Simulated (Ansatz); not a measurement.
A nudged elastic band was laid between two geometries of a periodic cell of 13 atoms, Mg8Si4H (host Mg2Si, host structure Fm-3m, interstitial H).

Level of theory: Ansatz 0.2.0, DFT PBE, scalar-relativistic, plane waves, PAW. Settings: cutoff 420 eV, k mesh 3x3x3, gaussian smearing 0.1 eV, no spin polarisation.

- movable images: 3
- climbing image: yes
- spring: 2.0 to 10.0 eV/Å², energy-weighted
- optimiser: quadratic models (default)
- start path: IDPP
- force threshold: 0.05 eV/Å
- iteration limit: 80
- end points: relaxed

Initial state:

```xyz
13
Lattice="6.3910 0.0000 0.0000 0.0000 6.3910 0.0000 0.0000 0.0000 6.3910" Properties=species:S:1:pos:R:3
Mg 1.540 1.624 1.628
Mg 4.718 4.753 4.760
Si 0.004 -0.001 0.003
Mg 4.716 4.753 1.642
Mg 1.542 1.624 4.770
Si 3.133 3.194 0.004
Mg 4.718 1.635 4.759
Mg 1.540 4.765 1.628
Si 3.133 -0.001 3.200
Mg 1.542 4.765 4.770
Mg 4.716 1.636 1.642
Si -0.057 3.195 3.199
H 4.785 -0.003 0.020
```

Final state:

```xyz
13
Lattice="6.3910 0.0000 0.0000 0.0000 6.3910 0.0000 0.0000 0.0000 6.3910" Properties=species:S:1:pos:R:3
Mg 1.559 1.518 1.637
Mg 4.820 4.731 4.766
Si 0.002 -0.066 -0.001
Mg 4.821 4.731 1.623
Mg 1.561 1.516 4.752
Si 3.196 3.192 -0.001
Mg 4.834 1.514 4.752
Mg 1.572 4.732 1.624
Si 3.196 -0.066 3.193
Mg 1.572 4.731 4.766
Mg 4.834 1.516 1.635
Si 0.000 3.135 3.195
H 3.206 1.581 -0.013
```

Question: What changes between the two ends?

Answer: Contacts lost: Si3–H13. Contacts made: Si6–H13. The atom that moves furthest is H13, by 2.24 Å; four of its nearest neighbours are Si3 1.61, Mg4 2.30, Mg11 2.31, Mg2 2.32 Å at the first end and Si6 1.61, Mg7 2.30, Mg5 2.31, Mg11 2.32 Å at the last.

Question: What energy profile does the band end with?

Answer: It converged. The highest image is number 2 of 0 to 4, 0.297 eV above the ends, which have the same energy within 2 meV. By the program's own check the climbing image is a first-order saddle point (lowest curvatures found: -0.50 and 0.49 eV/Å²). Limits of this set-up: coarse k mesh, odd electron count without spin, a small cell, in which the defect meets its images.

```json
{"image": "0", "path coordinate (Å)": "0.00", "energy (eV)": "0.000", "Si3–H13 (Å)": "1.61", "Si6–H13 (Å)": "3.60"}
{"image": "1", "path coordinate (Å)": "0.71", "energy (eV)": "0.196", "Si3–H13 (Å)": "2.01", "Si6–H13 (Å)": "2.91"}
{"image": "2", "path coordinate (Å)": "1.22", "energy (eV)": "0.297", "Si3–H13 (Å)": "2.59", "Si6–H13 (Å)": "2.59"}
{"image": "3", "path coordinate (Å)": "1.74", "energy (eV)": "0.198", "Si3–H13 (Å)": "2.90", "Si6–H13 (Å)": "2.01"}
{"image": "4", "path coordinate (Å)": "2.43", "energy (eV)": "0.000", "Si3–H13 (Å)": "3.59", "Si6–H13 (Å)": "1.61"}
```

Question: What is the geometry of the highest image?

Answer: 
```xyz
13
Lattice="6.3910 0.0000 0.0000 0.0000 6.3910 0.0000 0.0000 0.0000 6.3910" Properties=species:S:1:pos:R:3
Mg 1.582 1.555 1.596
Mg 4.756 4.772 4.796
Si 0.028 -0.083 0.001
Mg 4.755 4.773 1.596
Mg 1.580 1.556 4.796
Si 3.116 3.220 0.001
Mg 4.758 1.558 4.799
Mg 1.579 4.770 1.617
Si 3.175 -0.025 3.197
Mg 1.580 4.771 4.776
Mg 4.760 1.560 1.597
Si -0.041 3.151 3.197
H 3.972 0.773 0.008
```

The run took 2 min on 2 threads of AMD EPYC 9R45 (Zen 5), on a shared host, peak memory 1.2 GiB.
